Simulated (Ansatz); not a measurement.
# BHLYP/STO-3G run of SnSe (SMILES [Se][Sn])

Aim: the electronic atomisation energy of SnSe at BHLYP/STO-3G, from 3 runs. 

Program for the calculation: Ansatz 0.2.0.

**1. The structure to begin with**

SnSe: 2 atoms, total charge 0, spin state singlet. SMILES: `[Se][Sn]`. Geometry: relaxed at PBE0-D4/def2-TZVP.

Bond lengths: Se1–Sn2 2.325 Å.

**2. A single-point energy at BHLYP/STO-3G**

Contents of molecule.yaml:

```yaml
basis:
  gaussian:
    orbitals: STO-3G
crystal:
  periodic: [false, false, false]
  atoms:
    - {symbol: Se, position_ang: [0.000000, -0.000000, 0.006530]}
    - {symbol: Sn, position_ang: [-0.000000, 0.000000, 2.331810]}
magnetization:
  spin_polarized: false
  initial_magnetization: 0
hamiltonian:
  xc: {name: BHLYP}
accuracy: high
```

The run is started by

```sh
$ ansatz run molecule.yaml --threads 1 --pin off --max-ram 3480MiB --events-out events.jsonl --progress --plain --runs-dir runs
```

Output:

```text
Warning: RAYON_NUM_THREADS=1 ignored (pool sized by the plan → 1); use --threads N
Functional definition: BHLYP
  name "BHLYP"
  parameter a = 0.5
  exchange = (1 - a)*b88_x + a*exact_x
  correlation = lyp_c
711 factors; integrals over basis functions are off by at most 1.8e-8 eV
mean field evaluation 1: about -226953.3642 eV, gradient 2.0e1 eV
mean field evaluation 2: about -226934.3998 eV, gradient 6.9e1 eV
mean field evaluation 4: about -226956.6041 eV, gradient 6.0e-1 eV
mean field evaluation 8: about -226956.6206 eV, gradient 5.3e-3 eV
mean field evaluation 16: about -226956.6206 eV, gradient 5.1e-8 eV
mean field -226956.62064761 eV, -8340.5019720768 hartree, gradient 5.1e-8 eV, S^2 0.000000; 0 other end points of the search recorded, 0 dependent functions left out
reference -226956.62066569 eV, -8340.5019727413 hartree; 42, 42 occupied and 3, 3 virtual orbitals, 711 factors
Total energy: -226956.62066569 eV, -8340.5019727413 hartree
```

Run time: 2.3 s. Hardware: 1 thread of Arm Neoverse V1, shared host; peak memory 0.14 GiB.

**3. The Se atom at the same level**

Contents of input.yaml:

```yaml
crystal:
  periodic: [false, false, false]
  atoms:
    - {symbol: Se, position_ang: [0.000000, 0.000000, 0.000000]}
basis:
  gaussian:
    orbitals: STO-3G
hamiltonian:
  xc: {name: BHLYP}
accuracy: high
magnetization:
  spin_polarized: true
  initial_magnetization: 2
```

Run the same way, it converges to -2374.90823 Eh (log not shown).

**4. The Sn atom**

Contents of input.yaml:

```yaml
basis:
  gaussian:
    orbitals: STO-3G
crystal:
  periodic: [false, false, false]
  atoms:
    - {symbol: Sn, position_ang: [0.000000, 0.000000, 0.000000]}
magnetization:
  spin_polarized: true
  initial_magnetization: 2
hamiltonian:
  xc: {name: BHLYP}
accuracy: high
```

Run the same way, it converges to -5965.37809 Eh (log not shown).

**5. Summary of results**

Level: BHLYP/STO-3G.

```
                     quantity           value
       molecule: total energy  -8340.50197 Eh
        Se atom: total energy  -2374.90823 Eh
                Se atom: ⟨S²⟩           2.000
        Sn atom: total energy  -5965.37809 Eh
                Sn atom: ⟨S²⟩           2.000
electronic atomisation energy        5.868 eV
```

What this shows: Taking the molecule apart into free atoms costs 5.87 eV (566 kJ/mol), before zero-point energy and without spin-orbit coupling. In a minimal basis such a difference can be off by several eV, whatever the method. Relativity is left out (molecule) although the molecule holds a heavy atom. Relativity is left out (Sn atom) although the molecule holds a heavy atom.
